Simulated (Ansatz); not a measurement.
# CH4O2Sn: one species, many methods

The task here is to estimate one member of a computed series from the others.

Computed with Ansatz 0.2.0, Gaussian basis. Level: functionals in def2-TZVPP, the program's frozen cores in correlated methods.

Levels to be run: LDA (SPW92), PBE-D4, revPBE-D4, BLYP-D4, r2SCAN-D4, B97M-V, PBE0-D4, B3LYP-D4, r2SCANh-D4, r2SCAN0-D4, HSE06-D4, BHLYP-D4, CAM-B3LYP-D4, LC-ωPBE, ωB97X-V, ωB97M-V, B2PLYP, PBE-QIDH; CCSD(T)/def2-SVP; CCSD(T)/def2-TZVPP; CCSD(T)/def2-QZVPP; extrapolation to the limit; RPA on PBE.

**Structure used throughout**

The geometry comes from an earlier relaxation with PBE0-D4 in a triple-zeta def2 set; it is a stationary point, not always the lowest conformer. Sn takes the def2 core potential; no spin-orbit term is included.

SMILES `C[O][Sn][OH]`, 8 atoms, charge 0, spin multiplicity 1.

Atoms are counted from 1 here; the program's logs count them from 0.

Bond lengths: C1–O2 1.400 Å, C1–H5 1.099 Å, C1–H6 1.095 Å, C1–H7 1.099 Å, O2–Sn3 1.982 Å, Sn3–O4 1.980 Å, O4–H8 0.961 Å. Angles: O2–C1–H5 112.4°, O2–C1–H6 109.2°, O2–C1–H7 112.4°, H5–C1–H6 107.4°, H5–C1–H7 107.9°, H6–C1–H7 107.4°, C1–O2–Sn3 127.1°, O2–Sn3–O4 98.4°, Sn3–O4–H8 117.1°.

The first run:

The input, in.yaml:

```yaml
crystal:
  periodic: [false, false, false]
  atoms:
    - {symbol: C, position_ang: [-0.263844, 1.004904, 0.069148]}
    - {symbol: O, position_ang: [0.855506, 0.515852, 0.752198]}
    - {symbol: Sn, position_ang: [1.542431, -1.343233, 0.744649]}
    - {symbol: O, position_ang: [0.192378, -2.146485, -0.460991]}
    - {symbol: H, position_ang: [-1.194247, 0.509519, 0.380411]}
    - {symbol: H, position_ang: [-0.375927, 2.073071, 0.280651]}
    - {symbol: H, position_ang: [-0.171298, 0.894161, -1.020397]}
    - {symbol: H, position_ang: [-0.492800, -1.564889, -0.801471]}
basis:
  gaussian: {orbitals: def2-TZVPP}
hamiltonian: {xc: lda}
output: {orbitals: {seedname: orbitals}}
```

The run is started by

```bash
ansatz run in.yaml --threads 2 --pin off --events-out ev --progress --plain --max-ram 32768MiB --backend cpu
```

Among the steps run: LDA; PBE-D4 (GGA); revPBE-D4 (GGA); BLYP-D4 (GGA); r2SCAN-D4 (meta-GGA); B97M-V (meta-GGA); B3LYP-D4 (hybrid); r2SCANh-D4 (hybrid); r2SCAN0-D4 (hybrid); HSE06-D4 (hybrid); BHLYP-D4 (hybrid); CAM-B3LYP-D4 (range-separated); LC-ωPBE (range-separated); ωB97X-V (range-separated); ωB97M-V (range-separated); B2PLYP (double hybrid); PBE-QIDH (double hybrid).

One of the session's tables, all rows but one given; the rest of the session is left out.

It belongs to the step «Frontier levels by functional». 

```
  functional  HOMO (eV)  LUMO (eV)  gap (eV)
 LDA (SPW92)      -6.52      -2.84      3.68
      PBE-D4      -6.33      -2.61      3.72
   revPBE-D4      -6.26      -2.52      3.74
     BLYP-D4          ?          ?         ?
   r2SCAN-D4      -6.63      -2.54      4.10
      B97M-V      -6.60      -2.58      4.02
     PBE0-D4      -7.62      -1.96      5.66
    B3LYP-D4      -7.45      -2.20      5.25
  r2SCANh-D4      -7.13      -2.29      4.84
  r2SCAN0-D4      -7.83      -1.92      5.92
    HSE06-D4      -7.22      -2.32      4.90
    BHLYP-D4      -8.72      -1.29      7.42
CAM-B3LYP-D4      -8.98      -1.06      7.91
     LC-ωPBE     -10.19       0.03     10.22
     ωB97X-V      -9.89      -0.07      9.82
     ωB97M-V      -9.85      -0.25      9.60
```

Q: Estimate the row for BLYP-D4 from the others.

Worked estimate for «HOMO (eV)». Against the share of exact exchange, B3LYP-D4 (0.2, -7.45), BHLYP-D4 (0.5, -8.72) give a slope of -4.23 per unit share; at 0 the line stands at -6.60.

As computed: HOMO (eV): -6.23; LUMO (eV): -2.55; gap (eV): 3.68. In «HOMO (eV)» the line misses by -0.37.
